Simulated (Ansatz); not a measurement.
This script makes vertical spin-state energies of C3H5BO, SMILES OC1BC=C1 with Ansatz 0.2.0 through its Python package.

Script `run_spin.py`:
```python
"""Vertical spin-state energies of C3H5BO."""

import ansatz
from ase import Atoms

atoms = Atoms(["O", "C", "B", "C", "C", "H", "H", "H", "H", "H"], positions=[
    (-0.5363, -0.7908, -1.4589),
    (-0.5216, -0.4189, -0.112),
    (0.7627, -0.8337, 0.4671),
    (1.053, 0.745, 0.6467),
    (-0.2396, 1.0142, 0.0655),
    (-1.4973, -0.4789, -1.7717),
    (-1.3684, -0.7761, 0.4754),
    (1.4318, -1.8114, 0.6999),
    (1.7808, 1.3626, 1.0997),
    (-0.7821, 1.9369, -0.1088),
])
c3h5bo = ansatz.Crystal.molecule_from_ase(atoms)

calc = c3h5bo.calculation()
calc = calc.basis(gaussian="def2-SVPD").functional("hf")
found = {}
for unpaired in [0, 2]:
    r = calc.spin("collinear", total=unpaired).run(threads=1, pin="off").report
    s = unpaired / 2
    found[unpaired] = r["free_energy_ev"]
    print(f"2S+1 = {unpaired + 1}: E = {found[unpaired]:.5f} eV, <S^2> = {abs(r['mean_field']['state']['spin_squared']):.3f} (pure state {s * (s + 1):.2f})")
lowest = min(found, key=found.get)
for unpaired, e in found.items():
    print(f"multiplicity {unpaired + 1}: {96.485332 * (e - found[lowest]):.1f} kJ/mol above the lowest")
```

Which spin state is lowest at this geometry, and how far above lie the others?

In order: multiplicity 1 (+0.00 eV) and multiplicity 3 (+2.34 eV), all at the one geometry.

The run itself:

```console
$ python run_spin.py
2S+1 = 1: E = -5871.82524 eV, <S^2> = 0.211 (pure state 0.00)
2S+1 = 3: E = -5869.48698 eV, <S^2> = 2.018 (pure state 2.00)
multiplicity 1: 0.0 kJ/mol above the lowest
multiplicity 3: 225.6 kJ/mol above the lowest
```

Notes:
- Total energies depend on the basis set; only differences at equal settings carry meaning.
- The geometry is a force-field or estimated start, not a minimum of this method, and the basis set is short of its limit. All parts are taken at fixed geometry, without zero-point energy.
- The expectation value of S² is noticeably off S(S+1) in at least one run, so that state is spin-contaminated.
- Hartree-Fock leaves correlation out, so it favours high-spin states too much.
- Hardware and time: 16 s on 1 thread of Arm Neoverse V1, on a shared host, peak memory 0.5 GiB.
